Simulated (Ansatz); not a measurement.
Debugging a ladder of basis sets of FGa (the Ansatz DFT code, driven from Python).

`basis.py`
```python
# -*- coding: utf-8 -*-
from dataclasses import dataclass
import warnings

import ansatz as az


@dataclass
class RunConfig:
    xc: str = 'HF'


opts = RunConfig()

GEOMETRY = '''
Ga    0.00000    0.00000    0.00000
F     0.00000    0.00000    1.82000
'''

warnings.simplefilter('ignore', az.DeckWarning)

molecule = az.Crystal.molecule()
for line in GEOMETRY.strip().splitlines():
    symbol, *xyz = line.split()
    molecule = molecule.atom(symbol, [float(v) for v in xyz])

model = molecule.calculation().functional(opts.xc)

energies = {}
for basis in ['def2-SVP', 'def2-SVPD', 'def2-TZVP', 'def2-TZVPP']:
    rep = model.basis(gaussian=basis).run(cores=2, threads=1, pin='off').report
    size = rep['n_frozen'] + rep['n_occupied'][0] + rep['n_virtual'][0]
    energies[basis] = (rep['reference_energy_ev'] / 27.211386246, rep['free_energy_ev'] / 27.211386246)
    print(f'{basis:14s} {size:4d} orbitals  reference {energies[basis][0]:14.6f} Ha  total {energies[basis][1]:14.6f} Ha')

last = energies['def2-TZVPP'][1]
for basis, (_, total) in energies.items():
    print(f'{basis:14s} lies {27.211386 * (total - last):9.4f} eV above def2-TZVPP')
```

```console
$ python basis.py
Traceback (most recent call last):
  File "basis.py", line 31, in <module>
    rep = model.basis(gaussian=basis).run(cores=2, threads=1, pin='off').report
          ~~~~~~~~~~~~~~~~~~~~~~~~~~~~~~~^^^^^^^^^^^^^^^^^^^^^^^^^^^^^^^
TypeError: Calculation.run() got an unexpected keyword argument 'cores'
$ echo $?
1
```

What is wrong, and how is it mended?

The fault: run() has no such keyword. The change:

```diff
--- before
+++ after
@@ -30,3 +30,3 @@
 for basis in ['def2-SVP', 'def2-SVPD', 'def2-TZVP', 'def2-TZVPP']:
-    rep = model.basis(gaussian=basis).run(cores=2, threads=1, pin='off').report
+    rep = model.basis(gaussian=basis).run(threads=1, pin='off').report
     size = rep['n_frozen'] + rep['n_occupied'][0] + rep['n_virtual'][0]
```

The mended script runs so:

Running `python basis.py` prints:
```text
def2-SVP         46 orbitals  reference   -2022.410412 Ha  total   -2022.410412 Ha
def2-SVPD        61 orbitals  reference   -2022.422075 Ha  total   -2022.422075 Ha
def2-TZVP        79 orbitals  reference   -2022.788897 Ha  total   -2022.788897 Ha
def2-TZVPP       79 orbitals  reference   -2022.788897 Ha  total   -2022.788897 Ha
def2-SVP       lies   10.2991 eV above def2-TZVPP
def2-SVPD      lies    9.9817 eV above def2-TZVPP
def2-TZVP      lies    0.0000 eV above def2-TZVPP
def2-TZVPP     lies    0.0000 eV above def2-TZVPP
```

Notes:
- The drop along the ladder measures the basis error, and is no property of the molecule.
- The geometry is a force-field or estimated start, not a minimum of this method, and the last set is no limit. Much of the fall in a total is atomic energy, which cancels in bond and reaction energies.
- The spin state was assumed, and another may lie lower.
- The whole script took 1.8 s on 1 thread of Arm Neoverse V2 (shared host), peak memory 0.18 GiB.
